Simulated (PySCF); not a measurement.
# PbBr: from the state search to spectroscopic constants

What are the lowest state that PBE0 finds, the bond length, vibrational wavenumber and bond energy of PbBr, and how much do these hang on the method?

Computed with PySCF 2.14.0. Level: Pb def2-TZVPP with ECP60, Br def2-TZVPP, scalar-relativistic core potentials.

**1. The job**

Settings of the job:

```json
{
  "atoms": "Pb, Br",
  "charge": "0",
  "basis": "Pb def2-TZVPP with ECP60, Br def2-TZVPP",
  "Hamiltonian": "scalar-relativistic core potentials",
  "basis functions": "98",
  "electrons treated": "57",
  "masses in u": "207.9766, 78.9183",
  "levels": "PBE0, PBE, r²SCAN, BHandHLYP, B3LYP, BLYP, LDA, ωB97X-V, HF, MP2, SCS-MP2, CCSD, CCSD(T)",
  "grid": "80 radial by 434 angular points",
  "occupations": "held fixed by the projection of orbital angular momentum",
  "dissociation limit": "Pb + Br, each in its ground configuration",
  "starting distance in angstrom": "2.510",
  "values of 2S to try": "1, 3"
}
```

Run with:

```console
> OMP_NUM_THREADS=2 python dia.py task.json out
```

The runs that follow: PBE0 along the bond; Other states along the same grid; PBE (GGA); r²SCAN (meta-GGA); BHandHLYP; B3LYP; BLYP (GGA); LDA; ωB97X-V; UHF; Adding correlation.

**Question.** What will these runs give? Wanted: for each run, Re; ωe; De; μ.

**Answer**, as computed:

Lowest PBE0 solution found, without spin–orbit coupling: ²Π (doublet), unpaired electrons π ↑. The other levels ran on it alone.

| level | Re (Å) | ωe (cm⁻¹) | De (eV) | μ (D) |
| --- | --- | --- | --- | --- |
| UHF | 2.644 | 203.8 | 2.18 | -4.31 |
| UHF-MP2 | 2.598 | 218.1 | 3.41 | n/a |
| UHF-SCS-MP2 | 2.615 | 212.9 | 3.29 | n/a |
| UHF-CCSD | 2.614 | 213.1 | 3.14 | n/a |
| UHF-CCSD(T) | 2.614 | 213.3 | 3.27 | n/a |
| LDA | 2.576 | 219.8 | 4.18 | -2.90 |
| PBE | 2.629 | 205.0 | 3.62 | -3.26 |
| BLYP | 2.665 | 195.6 | 3.47 | -3.40 |
| r²SCAN | 2.613 | 211.2 | 3.54 | -3.39 |
| B3LYP | 2.639 | 203.6 | 3.40 | -3.59 |
| PBE0 | 2.607 | 212.3 | 3.45 | -3.50 |
| BHandHLYP | 2.620 | 209.9 | 3.22 | -3.83 |
| ωB97X-V | 2.600 | 215.4 | 3.49 | -3.75 |

De is counted to Pb + Br in their ground configurations. A positive dipole means Pb(−)Br(+).

Differences from CCSD(T) in the same basis:

| level | Re (mÅ) | ωe (%) |
| --- | --- | --- |
| UHF | +30 | -4.4 |
| UHF-MP2 | -16 | +2.2 |
| UHF-SCS-MP2 | +1 | -0.2 |
| UHF-CCSD | 0 | -0.1 |
| LDA | -38 | +3.0 |
| PBE | +15 | -3.9 |
| BLYP | +51 | -8.3 |
| r²SCAN | -1 | -1.0 |
| B3LYP | +25 | -4.5 |
| PBE0 | -7 | -0.5 |
| BHandHLYP | +6 | -1.6 |
| ωB97X-V | -14 | +1.0 |

Judged by CCSD(T) in the same basis: best bond length UHF-CCSD (0 mÅ), worst BLYP (+51 mÅ); best wavenumber UHF-CCSD (-0.1 %), worst BLYP (-8.3 %). Of the levels with a De here, UHF gives the least (2.18 eV) and LDA the most (4.18 eV).

Correlated steps freeze 13 core orbitals. These are scalar-relativistic numbers at best; spin–orbit coupling would shift them, the dissociation energy most. At some levels the lowest empty orbital lies below the highest filled one (the two can be of opposite spin). With spin–orbit coupling the term label itself may not hold.
